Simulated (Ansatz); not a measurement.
# MnO (Manganosite): the cost of one run

Computed with Ansatz 0.2.0 (DFT PBE+U (U_eff = 3.9 eV on Mn 3d), scalar-relativistic, plane waves, PAW, unless a step's input says otherwise).

## (1) Starting point

The structure is cubic, space group Fm-3m (No. 225). Conventional cell: a = 4.446 Å, b = 4.446 Å, c = 4.446 Å, α = 90.00°, β = 90.00°, γ = 90.00°. Around Mn (site symmetry m-3m) lie 6 O at 2.22 Å. O (site symmetry m-3m) has 6 Mn at 2.22 Å as nearest neighbours.

As a file:

```
CELL_PARAMETERS angstrom
0.00000 2.22300 2.22300
2.22300 0.00000 2.22300
2.22300 2.22300 0.00000
ATOMIC_POSITIONS crystal
Mn 0.00000 0.00000 0.00000
O 0.50000 0.50000 0.50000
```

Starting moments: Mn 5.00 μB.

## (2) First run, at the start cell

input.yaml reads:

```yaml
crystal:
  lattice:
    - [0.0, 2.223, 2.223]
    - [2.223, 0.0, 2.223]
    - [2.223, 2.223, 0.0]
  atoms:
    - { symbol: Mn, position: [0.0, 0.0, 0.0], spin: 5.0 }
    - { symbol: O, position: [0.5, 0.5, 0.5] }
basis:
  ecutwfc: 420
  ecutrho_ratio: 4
kpoints:
  mp_grid: { grid: [5, 5, 5] }
hamiltonian:
  xc: pbe
  hubbard: { sites: [{ species: Mn, l: d, u_eff: 3.9 }] }
scf:
  occupations: { method: gaussian, width: 0.05 }
output:
  forces: true
  stress: true
  eigenvalues: true
  populations: true
  hubbard: { sites: [{ species: Mn, l: d }] }
magnetization:
  spin_polarized: true
```

Started as:

```console
ansatz run input.yaml --threads 2 --pin off --max-ram 5120MiB --backend cpu --events-out ev --progress --plain --runs-dir out
```

Q: Estimate wall time and peak memory on 2 threads of Intel Xeon at 2.50GHz (Skylake/Cascade Lake), shared host.

About 3.5 s, with a peak of 0.32 GiB.
